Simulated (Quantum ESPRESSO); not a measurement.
The system is Mo.

```
Mo
1.0
    -1.53000    1.53000    1.53000
     1.53000   -1.53000    1.53000
     1.53000    1.53000   -1.53000
Mo
1
Direct
  0.00000 0.00000 0.00000
```

The cell was built by a generator and needn't be a form met in nature.

Base run:

* Program: Quantum ESPRESSO 7.5
* Functional: LDA
* Potentials or basis: GBRV 1.5 LDA
* Cutoff: 612 eV
* Density cutoff: 4898 eV
* k mesh: 18 × 18 × 18
* Occupations: methfessel-paxton, width 0.1 eV
* Spin: no spin polarisation

Its results: band gap on the k mesh none (metal or under the smearing width); pressure 15.7 GPa.

Q: The run is repeated on the same cell with these changes: functional from LDA to PBEsol; potentials or basis from GBRV 1.5 LDA to GBRV 1.5 PBEsol. What comes out?

A: Band gap on the k mesh none (metal or under the smearing width); pressure 20.8 GPa.

Caveats: so large a pressure means that the cell lies far from this level's equilibrium, or that cutoff or potentials fall short.

Not every run made on this cell is shown here.
